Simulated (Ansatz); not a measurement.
# BH₄NSn: a ladder of functionals and wavefunction methods

One table from this session's results is given with a row withheld; the runs are named, their logs left out.

The runs use Ansatz 0.2.0, Gaussian basis; functionals in def2-TZVPP, the program's frozen cores in correlated methods.

The runs, in order: LDA (SPW92), PBE-D4, revPBE-D4, BLYP-D4, r2SCAN-D4, B97M-V, PBE0-D4, B3LYP-D4, r2SCANh-D4, r2SCAN0-D4, HSE06-D4, BHLYP-D4, CAM-B3LYP-D4, LC-ωPBE, ωB97X-V, ωB97M-V, B2PLYP, PBE-QIDH; CCSD(T)/def2-SVP; CCSD(T)/def2-TZVPP; MP2/def2-QZVPP; extrapolation to the limit; RPA on PBE.

1 further run of the same task is left out (for a known fault of the program).

## The relaxed structure

The geometry comes from an earlier relaxation with PBE0-D4 in a triple-zeta def2 set; it is a stationary point, not always the lowest conformer. Sn takes the def2 core potential; no spin-orbit term is included.

SMILES `[BH]1[NH][SnH2]1`, 7 atoms, charge 0, spin multiplicity 1.

Atoms are counted from 1 here; the program's logs count them from 0.

Bond lengths: B1–N2 1.332 Å, B1–Sn3 2.246 Å, B1–H4 1.187 Å, N2–Sn3 2.173 Å, N2–H5 1.008 Å, Sn3–H6 1.717 Å, Sn3–H7 1.717 Å. Angles: N2–B1–Sn3 69.5°, N2–B1–H4 146.2°, Sn3–B1–H4 144.2°, B1–N2–Sn3 75.4°, B1–N2–H5 135.7°, Sn3–N2–H5 148.9°, B1–Sn3–N2 35.0°, B1–Sn3–H6 121.2°, B1–Sn3–H7 121.2°, N2–Sn3–H6 104.3°, N2–Sn3–H7 104.3°, H6–Sn3–H7 105.9°.

The first run:

Contents of in.yaml:

```yaml
crystal:
  periodic: [false, false, false]
  atoms:
    - {symbol: B, position_ang: [-1.000840, -0.723169, -0.314780]}
    - {symbol: N, position_ang: [-0.249542, 0.182344, -0.939251]}
    - {symbol: Sn, position_ang: [0.612959, 0.035023, 1.050286]}
    - {symbol: H, position_ang: [-1.924642, -1.464561, -0.395575]}
    - {symbol: H, position_ang: [-0.234540, 0.597739, -1.857867]}
    - {symbol: H, position_ang: [0.593128, 1.647347, 1.641580]}
    - {symbol: H, position_ang: [2.264777, -0.342623, 0.770007]}
basis:
  gaussian: {orbitals: def2-TZVPP}
hamiltonian: {xc: lda}
output: {orbitals: {seedname: orbitals}}
```

Run with:

```bash
ansatz run in.yaml --threads 2 --pin off --events-out ev --progress --plain --max-ram 4352MiB
```

Among the steps run: LDA; PBE-D4 (GGA); revPBE-D4 (GGA); BLYP-D4 (GGA); r2SCAN-D4 (meta-GGA); B97M-V (meta-GGA); PBE0-D4 (hybrid); B3LYP-D4 (hybrid); r2SCANh-D4 (hybrid); r2SCAN0-D4 (hybrid); HSE06-D4 (hybrid); BHLYP-D4 (hybrid); CAM-B3LYP-D4 (range-separated); LC-ωPBE (range-separated); ωB97X-V (range-separated); ωB97M-V (range-separated); B2PLYP (double hybrid); PBE-QIDH (double hybrid).

One table of the session follows, with a row left open; its other results are not shown here.

It belongs to the step «Orbital energies across the functionals». 

| functional | HOMO (eV) | LUMO (eV) | gap (eV) |
| --- | --- | --- | --- |
| LDA (SPW92) | ? | ? | ? |
| PBE-D4 | -5.64 | -2.02 | 3.62 |
| revPBE-D4 | -5.59 | -1.95 | 3.63 |
| BLYP-D4 | -5.52 | -1.94 | 3.58 |
| r2SCAN-D4 | -5.83 | -1.84 | 3.99 |
| B97M-V | -5.82 | -1.97 | 3.85 |
| PBE0-D4 | -6.57 | -1.28 | 5.29 |
| B3LYP-D4 | -6.42 | -1.51 | 4.91 |
| r2SCANh-D4 | -6.18 | -1.57 | 4.60 |
| r2SCAN0-D4 | -6.70 | -1.17 | 5.53 |
| HSE06-D4 | -6.18 | -1.64 | 4.54 |
| BHLYP-D4 | -7.40 | -0.51 | 6.89 |
| CAM-B3LYP-D4 | -7.76 | -0.35 | 7.41 |
| LC-ωPBE | -8.93 | 0.71 | 9.64 |
| ωB97X-V | -8.66 | 0.61 | 9.27 |
| ωB97M-V | -8.55 | 0.43 | 8.97 |

Estimate the missing values for LDA (SPW92).

The run gave: HOMO (eV): -5.77; LUMO (eV): -2.15; gap (eV): 3.62. In the column «HOMO (eV)» it lies between B97M-V (-5.82) and PBE-D4 (-5.64).
